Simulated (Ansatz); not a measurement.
# Mo (bcc type): the cost of one run

Computed with Ansatz 0.2.0 (DFT, PBE, all-electron LAPW, scalar-relativistic, unless a step's input says otherwise).

## (1) The system as given

It takes space group Im-3m (No. 229, cubic). Conventional cell: a = 2.364 Å, b = 2.364 Å, c = 2.364 Å, α = 90.00°, β = 90.00°, γ = 90.00°. Mo (site symmetry m-3m) is surrounded by 8 Mo at 2.05 Å.

As a file:

```
Mo
1.0
    -1.18198    1.18198    1.18198
     1.18198   -1.18198    1.18198
     1.18198    1.18198   -1.18198
Mo
1
Direct
  0.00000 0.00000 0.00000
```

## (2) Bcc relaxed under pressure, LAPW

Contents of input.yaml:

```yaml
crystal:
  lattice:
    - [-1.1819790441, 1.1819790441, 1.1819790441]
    - [1.1819790441, -1.1819790441, 1.1819790441]
    - [1.1819790441, 1.1819790441, -1.1819790441]
  atoms:
    - { symbol: Mo, position: [0.0, 0.0, 0.0] }
kpoints:
  mp_grid: { grid: [23, 23, 23] }
scf:
  occupations: { method: fermi_dirac, width: 0.1 }
hamiltonian:
  xc: pbe
  pseudopotentials: { kind: all_electron, lapw: { basis_error: 0.0005 } }
output:
  forces: true
  stress: true
  eigenvalues: true
relax:
  f_tol: 0.005
  max_steps: 12
  cell: { p_target: 1200.0, stress_tol: 0.6 }
```

Launch:

```
$ ansatz run input.yaml --threads 1 --pin off --max-ram 3584MiB --backend cpu --events-out ev --progress --plain --runs-dir out
```

Q: Estimate wall time and peak memory on 1 thread of Intel Xeon 6975P-C (Granite Rapids), shared host.

About 45 s, with a peak of 0.61 GiB.
